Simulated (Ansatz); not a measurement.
**Pt: properties at the relaxed cell**

One table from this session's results is given with a row withheld; the runs are named, their logs left out.

Method: DFT PBE, scalar-relativistic, plane waves, PAW, in Ansatz 0.2.0.

2 further runs of the same task are left out: 2 set aside as unsound or not needed.

## Starting point

It takes space group Fm-3m (No. 225, cubic). Conventional cell: a = 3.970 Å, b = 3.970 Å, c = 3.970 Å, α = 90.00°, β = 90.00°, γ = 90.00°. Around Pt (site symmetry m-3m) lie 12 Pt at 2.81 Å.

Coordinates:

```cif
data_structure
_symmetry_space_group_name_H-M 'Fm-3m'
_symmetry_Int_Tables_number 225
_cell_length_a 3.9701
_cell_length_b 3.9701
_cell_length_c 3.9701
_cell_angle_alpha 90.000
_cell_angle_beta 90.000
_cell_angle_gamma 90.000
_cell_volume 62.58
loop_
_atom_site_label
_atom_site_type_symbol
_atom_site_symmetry_multiplicity
_atom_site_Wyckoff_symbol
_atom_site_fract_x
_atom_site_fract_y
_atom_site_fract_z
_atom_site_occupancy
Pt1 Pt 4 a 0.00000 0.00000 0.00000 1
```

It is the result of an earlier relaxation at this level (volume 15.64 Å³/atom; gap on the mesh: none (metal)).

Set-up of the first run:

The input, input.yaml:

```yaml
crystal:
  lattice:
    - [0.0, 1.9850569796, 1.9850569796]
    - [1.9850569796, 0.0, 1.9850569796]
    - [1.9850569796, 1.9850569796, 0.0]
  atoms:
    - { symbol: Pt, position: [0.0, 0.0, 0.0] }
basis:
  ecutwfc: 420
kpoints:
  mp_grid: { grid: [18, 18, 18] }
  band_path:
    path:
      - [[0.0, 0.0, 0.0], [0.5, 0.0, 0.5], [0.625, 0.25, 0.625]]
      - [[0.375, 0.375, 0.75], [0.0, 0.0, 0.0], [0.5, 0.5, 0.5], [0.5, 0.25, 0.75], [0.5, 0.0, 0.5]]
    npoints: 14
hamiltonian:
  xc: pbe
scf:
  occupations: { method: gaussian, width: 0.1 }
  n_extra_bands: 6
output:
  forces: true
  stress: true
  eigenvalues: true
  populations: true
  dos: { projected: true, de: 0.02, nscf_kmesh: { grid: [27, 27, 27] } }
  bader: true
  write_density: true
  write_potential: true
  elf: true
  volumetric_format: npy
```

On the command line:

```
> ansatz run input.yaml --threads 1 --pin off --max-ram 2560MiB --backend cpu --events-out ev --progress --plain --runs-dir out
```

Among the steps run: Bands, states and charges; Back to the database's cell; Volume × 0.97; Volume × 1.03; The cell scaled to 0.94 of its volume; The cell scaled to 1.06 of its volume; The cell scaled to 0.91 of its volume; The cell scaled to 1.10 of its volume; Volume × 0.88.

One of the session's tables, all rows but one given; the rest of the session is left out.

It belongs to the step «Energy against volume». 

| volume (Å³/atom) | energy above the lowest point (meV/atom) | pressure (GPa) |
| --- | --- | --- |
| 13.767 | 228.0 | 44.77 |
| 14.236 | 119.2 | 30.19 |
| 14.705 | ? | ? |
| 15.175 | 11.4 | 8.20 |
| 15.644 | 0.0 | -0.01 |
| 16.113 | 10.5 | -6.77 |
| 16.583 | 39.0 | -12.32 |
| 17.208 | 99.3 | -18.15 |

Q: Estimate the row for volume (Å³/atom) = 14.705 from the others.

Worked estimate for «energy above the lowest point (meV/atom)». A straight line through the neighbours (14.236, 119.2) and (15.175, 11.4) gives 119.2 + (11.4 − 119.2) × (14.705 − 14.236) / (15.175 − 14.236) = 65.4; a parabola fitted to 4 rows on both sides gives 49.1.

The run gave: energy above the lowest point (meV/atom): 49.2; pressure (GPa): 18.15. In «energy above the lowest point (meV/atom)» the line misses by +16.2 and the parabola by -0.1.
